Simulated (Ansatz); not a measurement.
## NiMoIrPdW under changes of volume

One of the cells (15.988 Å³/atom); the others are scaled copies at fixed shape and fractional positions:

```
Ni Mo Pd Ir W
1.0
     4.11705    0.00000    0.00000
    -2.05853    3.56547    0.00000
     0.00000    0.00000    5.44580
Ni Mo Pd Ir W
1 1 1 1 1
Direct
  0.00000 0.00000 0.95775
  0.66667 0.33333 0.96161
  0.66667 0.33333 0.46295
  0.33333 0.66667 0.72572
  0.33333 0.66667 0.23642
```

The cell was built by a generator and needn't be a form met in nature.

| Quantity | Value |
| --- | --- |
| Program | Ansatz 0.2.0 |
| Functional | PBE |
| Potentials or basis | Ansatz PAW |
| Cutoff | 420 eV (not typed: the program's choice for these potentials) |
| k mesh | 8 × 8 × 5 |
| Occupations | fermi-dirac, width 0.05 eV |
| Spin | collinear spin, ferromagnetic start |
| Starting moments | [1.0, 1.0, 0.0, 0.6, 0.0] μB |

```tsv
volume (Å³/atom)	energy over the lowest point (meV/atom)	pressure (GPa)	largest force (eV/Å)
15.029	44.96	16.0	0.270
15.348	19.13	10.1	0.174
15.668	4.54	4.7	0.086
15.988	0.00	0.0	0.043
16.308	4.42	-4.2	0.070
16.628	?	?	?
16.947	36.36	-11.4	0.202
```

Q: What does the run at 16.628 Å³/atom give?

A: Energy over the lowest point 16.83 meV/atom; pressure -8.0 GPa; largest force 0.139 eV/Å.

Worked out: A Birch-Murnaghan fit of order 3 (a polynomial in V^(-2/3)) to the other rows has its minimum at 15.98 Å³/atom with B0 = V·E''(V) = 225 GPa and B' = 4.7 at fixed shape and positions, which overstates the stiffness. It gives 16.86 meV/atom at 16.628 Å³/atom, against the run's 16.83, and -dE/dV = -8.1 GPa, against -8.0.

Energies are extrapolated to zero smearing.

Caveats: the starting moments weren't kept.
